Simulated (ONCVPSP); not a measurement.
# An ONCV potential for Hf: one input and its neighbour, part 2 of 2

Two related inputs are run: the one described here, and one that differs from it in little. What comes out is then tested.

ONCVPSP 4.0.1. Step numbers count through all parts.

## Step 8: Outcome

What follows sums up all 2 parts.

| quantity | value |
| --- | --- |
| first input | failed: ERROR pspot: first pseudo wave function has node, program will stop |
| second input | generated |
| cutoffs for 1 and 0.1 mHa per electron, occupied waves | 123 Ha and 135 Ha |
| bound ghosts | s at -327.42 eV |
| GHOST(+) flags | p at 33 eV, d at 104 eV |
| largest test error (AE − PS) | -264 meV, for 4f14 5s1 5p6 5d2 6s2 (1 test unsolved) |
| largest phase difference near zero energy, channels read | 0.012 rad |
| rms error of d²Exc/dn², without and with the model core | 4.42 and 2.79 mHa |

In words: So this one change separates a failed generation from a finished one. It has a bound ghost (s), a state that the atom doesn't have, and that rules the file out. The worst unpolarised test, 4f14 5s1 5p6 5d2 6s2, is off by 264 meV on 73.1 eV; by total energies transferability rates as poor. That test lies far up in energy; among those under 40 eV, nearer to bonding, the largest error is 19 meV. Of the tests 1 gave no usable energy difference, which is a warning in itself. The potential is very hard: the looser tolerance needs 123 Ha. At the looser tolerance the 4f wave is the slowest; 5p needs 34 Ha. Near zero energy the phases of the channels with partial waves agree within 0.012 rad. The program also flags highly localised states, GHOST(+) (p, d). All of this concerns the isolated atom, not yet a solid.
